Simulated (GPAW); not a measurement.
BiTe:

```
Bi Te
1.0
     0.00000    3.23500    3.23500
     3.23500    0.00000    3.23500
     3.23500    3.23500    0.00000
Bi Te
1 1
Direct
  0.99903 0.99723 0.02415
  0.49173 0.52678 0.51832
```

The cell isn't the ideal one: atoms moved at random, drawn with an rms of 0.15 Å.

```yaml
Program: GPAW 26.7.0
Task: relaxation of the atoms
Functional: PBE
Dispersion: D4
Potentials_or_basis: GPAW PAW data sets (gpaw-data 1.2.1)
Cutoff: 600 eV
Basis: pw
k_mesh: 4 × 4 × 4
Occupations: fermi-dirac, width 0.05 eV
Spin: no spin polarisation
```

At the start: volume 33.86 Å³/atom.

Task: Where does the relaxation end?

Result: Over 16 steps the energy falls by 11.4 meV/atom; space group Fm-3m (No. 225, to 0.05 Å).

Step by step:
| step | energy change (eV) | largest force (eV/Å) |
| --- | --- | --- |
| 1 | 0.0000 | 0.3858 |
| 2 | -0.0029 | 0.3607 |
| 3 | -0.0081 | 0.3114 |
| 4 | -0.0141 | 0.2404 |
| 5 | -0.0194 | 0.1515 |
| 6 | -0.0225 | 0.0511 |
| 7 | -0.0224 | 0.0534 |
| 8 | -0.0224 | 0.0525 |
| 9 | -0.0225 | 0.0507 |
| 10 | -0.0225 | 0.0479 |
| 11 | -0.0225 | 0.0444 |
| 12 | -0.0226 | 0.0401 |
| 13 | -0.0227 | 0.0350 |
| 14 | -0.0227 | 0.0294 |
| 15 | -0.0228 | 0.0226 |
| 16 | -0.0228 | 0.0145 |

Final structure:
```
Bi Te
1.0
     0.00000    3.23500    3.23500
     3.23500    0.00000    3.23500
     3.23500    3.23500    0.00000
Bi Te
1 1
Direct
  0.99525 0.01255 0.02113
  0.49551 0.51146 0.52134
```

Caveat: the k mesh is coarse (spacing up to 0.42 Å⁻¹), so the values aren't converged; later steps reuse the first step's grids; pairwise dispersion overbinds metals, which lowers pressure and volume.
